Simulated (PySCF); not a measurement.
# CH6B2O: the cost of one run

The runs use PySCF 2.14.0, with density-fitted response routines of our own; the level of theory stands in each step. All values are computed, except where a source is named. Atoms count from 0, in the outputs and in this text.

## (1) Starting geometry

10 atoms, charge 0, multiplicity 1; geometry from: GFN2-xTB. The atoms were then displaced at random by about 0.01 Å, so the start is not that level's minimum.

Bonds of the start (Å): B0–O1 1.33, O1–B2 1.32, B2–C3 1.55, B0–H4 1.16, B0–H5 1.16, B2–H6 1.18, C3–H7 1.10, C3–H8 1.09, C3–H9 1.12.

## (2) Relaxing the molecule at PBE0-D3(BJ)/def2-SVP

Job settings and geometry (Å):

```
{"job": {"xc": "PBE0", "basis": "def2-SVP", "d3": "d3bj", "grid": 1, "shake": 0.01, "kind": "geom"}, "charge": 0, "multiplicity": 1}
B      2.042720    -0.360650     0.215770
O      0.886740     0.190340    -0.138190
B     -0.276610     0.695940    -0.485700
C     -1.565230    -0.152540    -0.353350
H      2.398230    -0.228260     1.313700
H      2.658700    -0.914990    -0.592420
H     -0.281010     1.805070    -0.886120
H     -2.070980    -0.246820    -1.322230
H     -1.428140    -1.149080     0.060110
H     -2.313980     0.340060     0.314550
```

Launch:

```bash
OMP_NUM_THREADS=1 python probes_run.py task.json out
```

This one command runs all jobs of the session in turn.

**Question.** How long does this first job take on 1 thread of Arm Neoverse V1, shared host, and how much memory does it need?

About 9.9 s, with a peak of 0.33 GiB.
